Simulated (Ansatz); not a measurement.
# CH7ClO2Si2: geometry optimisation

Aim: relax CH7ClO2Si2 from a cheap starting geometry.

The runs use Ansatz 0.2.0, Gaussian basis; RKS PBE0-D4/def2-TZVP.

Plan: relaxation at PBE0-D4/def2-TZVP.

1 further run of the same task is left out (set aside as unsound or not needed).

### 1 The system as given

SMILES `CO[Si](O)([SiH3])Cl`, 13 atoms, charge 0, spin multiplicity 1.

Atoms are counted from 1 here; the program's logs count them from 0.

Bond lengths: C1–O2 1.398 Å, C1–H7 1.090 Å, C1–H8 1.092 Å, C1–H9 1.092 Å, O2–Si3 1.630 Å, Si3–O4 1.616 Å, Si3–Si5 2.295 Å, Si3–Cl6 2.050 Å, O4–H10 0.956 Å, Si5–H11 1.466 Å, Si5–H12 1.472 Å, Si5–H13 1.465 Å. Angles: O2–C1–H7 107.8°, O2–C1–H8 110.8°, O2–C1–H9 110.4°, H7–C1–H8 109.4°, H7–C1–H9 109.4°, H8–C1–H9 109.0°, C1–O2–Si3 128.1°, O2–Si3–O4 104.3°, O2–Si3–Si5 115.6°, O2–Si3–Cl6 105.8°, O4–Si3–Si5 106.0°, O4–Si3–Cl6 109.9°, Si5–Si3–Cl6 114.8°, Si3–O4–H10 122.5°, Si3–Si5–H11 112.8°, Si3–Si5–H12 111.2°, Si3–Si5–H13 111.6°, H11–Si5–H12 106.6° and more.

The start is a GFN2-xTB geometry.

### 2 Relaxation at PBE0-D4/def2-TZVP

in.yaml

```yaml
crystal:
  periodic: [false, false, false]
  atoms:
    - {symbol: C, position_ang: [-0.016450, -1.599850, 1.414470]}
    - {symbol: O, position_ang: [-0.532200, -0.330470, 1.138840]}
    - {symbol: Si, position_ang: [0.104030, 0.829770, 0.187560]}
    - {symbol: O, position_ang: [-0.859910, 2.106570, 0.415650]}
    - {symbol: Si, position_ang: [0.060480, 0.396950, -2.066310]}
    - {symbol: Cl, position_ang: [1.965870, 1.217500, 0.952250]}
    - {symbol: H, position_ang: [-0.578550, -2.013960, 2.250990]}
    - {symbol: H, position_ang: [1.040510, -1.539220, 1.682020]}
    - {symbol: H, position_ang: [-0.125900, -2.252700, 0.545590]}
    - {symbol: H, position_ang: [-1.194500, 2.350660, 1.277810]}
    - {symbol: H, position_ang: [1.107390, 1.112000, -2.801530]}
    - {symbol: H, position_ang: [0.258230, -1.036200, -2.338170]}
    - {symbol: H, position_ang: [-1.228980, 0.758940, -2.659180]}
basis:
  gaussian: {orbitals: def2-TZVP}
hamiltonian: {xc: pbe0, dispersion: d4}
relax: {f_tol: 0.005, max_steps: 150}
```

On the command line:

```console
> ansatz run in.yaml --threads 2 --pin off --events-out ev --progress --plain --max-ram 32768MiB --backend cuda --devices 0, --max-vram 18GiB
```

Before running them: what should the planned runs give, taken together? Wanted: point group; shift from the start; total energy; dispersion term; dipole moment.

As calculated:

```
                  quantity           value
               point group              C1
                     steps              17
shift from the start (rms)         0.280 Å
              total energy  -33513.8506 eV
           dispersion term        -308 meV
             dipole moment          1.50 D
```

The relaxed geometry lies 0.28 Å (rms) from the start; the bond that changed most is Si3–Si5, from 2.295 to 2.333 Å. No vibrations were run, so it is not proven to be a minimum. The largest Mulliken charge, +0.61 e, sits on Si3.
